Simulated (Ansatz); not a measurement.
# GeH3Br + H2O: a complex and its separated parts

Aim: how far the complex at one end of a reaction step lies below its separated, relaxed parts, level by level.

The runs use Ansatz 0.2.0, Gaussian basis; PBE0-D4/def2-TZVP structures, single points in def2-TZVPP, no counterpoise correction.

Levels: SPW92, PBE-D4, BLYP-D4, r2SCAN-D4, B97M-V, PBE0-D4, B3LYP-D4, r2SCAN0-D4, BHLYP-D4, CAM-B3LYP-D4, wB97X-V, wB97M-V, B2PLYP, PBE-QIDH, RPA on PBE, Hartree-Fock, MP2, CCSD, CCSD(T).

Correlated methods freeze the cores. Filled d shells of the heavier atoms are correlated. B3LYP uses VWN-RPA correlation. B2PLYP carries no dispersion term here.

20 further runs of the same task are left out: 20 set aside as unsound or not needed.

## 1. Starting geometry

The complex: 8 atoms, charge 0, spin multiplicity 1.

Atoms are counted from 1 here; the program's logs count them from 0.

Bond lengths: Ge1–H3 1.526 Å, Ge1–H4 1.528 Å, Ge1–H5 1.534 Å, Ge1–Br7 2.328 Å, O2–H6 0.963 Å, O2–H8 0.960 Å. Angles: H3–Ge1–H4 113.6°, H3–Ge1–H5 111.9°, H3–Ge1–Br7 107.2°, H4–Ge1–H5 111.4°, H4–Ge1–Br7 107.1°, H5–Ge1–Br7 104.9°, H6–O2–H8 105.0°.

Coordinates:

```mol
BrGeH5O
  3D, bonds by distance, orders not assigned

  8  6  0  0  0  0  0  0  0  0999 V2000
   -0.3094    0.3163   -1.2299 Ge  0  0
    0.1087   -0.9974    1.7385 O   0  0
   -0.0789   -1.1919   -1.2739 H   0  0
   -1.4751    0.7308   -0.3331 H   0  0
   -0.4416    0.9174   -2.6353 H   0  0
    0.8999   -0.4707    1.5839 H   0  0
    1.6148    1.2823   -0.3438 Br  0  0
   -0.3185   -0.5869    2.4937 H   0  0
  1  3  8  0
  1  4  8  0
  1  5  8  0
  1  7  8  0
  2  6  8  0
  2  8  8  0
M  END
```

Its parts: GeH3Br holds atoms 1, 3, 4, 5, 7; H2O holds atoms 2, 6, 8. Each part counts its atoms afresh in its own runs.

## 2. Relaxing GeH3Br alone

Contents of relax-a/in.yaml:

```yaml
crystal:
  periodic: [false, false, false]
  atoms:
    - {symbol: Ge, position_ang: [-0.309352, 0.316335, -1.229872]}
    - {symbol: H, position_ang: [-0.078927, -1.191928, -1.273932]}
    - {symbol: H, position_ang: [-1.475088, 0.730782, -0.333054]}
    - {symbol: H, position_ang: [-0.441594, 0.917438, -2.635294]}
    - {symbol: Br, position_ang: [1.614849, 1.282280, -0.343821]}
basis:
  gaussian: {orbitals: def2-TZVP}
hamiltonian: {xc: pbe0, dispersion: d4}
relax: {f_tol: 0.005, max_steps: 200}
```

No record of the launch command was kept for these runs.

The runs that follow: Relaxing H2O alone; wB97M-V/def2-TZVPP; CCSD(T)/def2-TZVPP; Vibrations of GeH3Br; Vibrations of H2O.

**Question.** What will these runs give? Wanted: complex less parts, CCSD(T)/def2-TZVPP; with zero-point energy; largest T1 diagnostic.

As calculated:

| quantity | value |
| --- | --- |
| complex less parts, CCSD(T)/def2-TZVPP | -15.6 kJ/mol |
| with zero-point energy | -10.3 kJ/mol |
| largest T1 diagnostic | 0.009 |

**Reading.** At CCSD(T) the complex lies 15.6 kJ/mol below its parts. The functionals run from PBE-QIDH, off by +1.2 kJ/mol, to SPW92, off by -11.3 kJ/mol, against CCSD(T). Mean unsigned error by rung: LDA 11.3, GGA 2.9, meta-GGA 2.0, hybrid 1.6, range-separated hybrid 2.2, double hybrid 2.0 kJ/mol. PBE-D4 gives a relative energy 3.4 kJ/mol too low, inside chemical accuracy (1 kcal/mol, 4.2 kJ/mol). No counterpoise was applied, and triple zeta lacks some correlation, so the CCSD(T) reference has a basis error of its own, and close matches with it are partly luck.
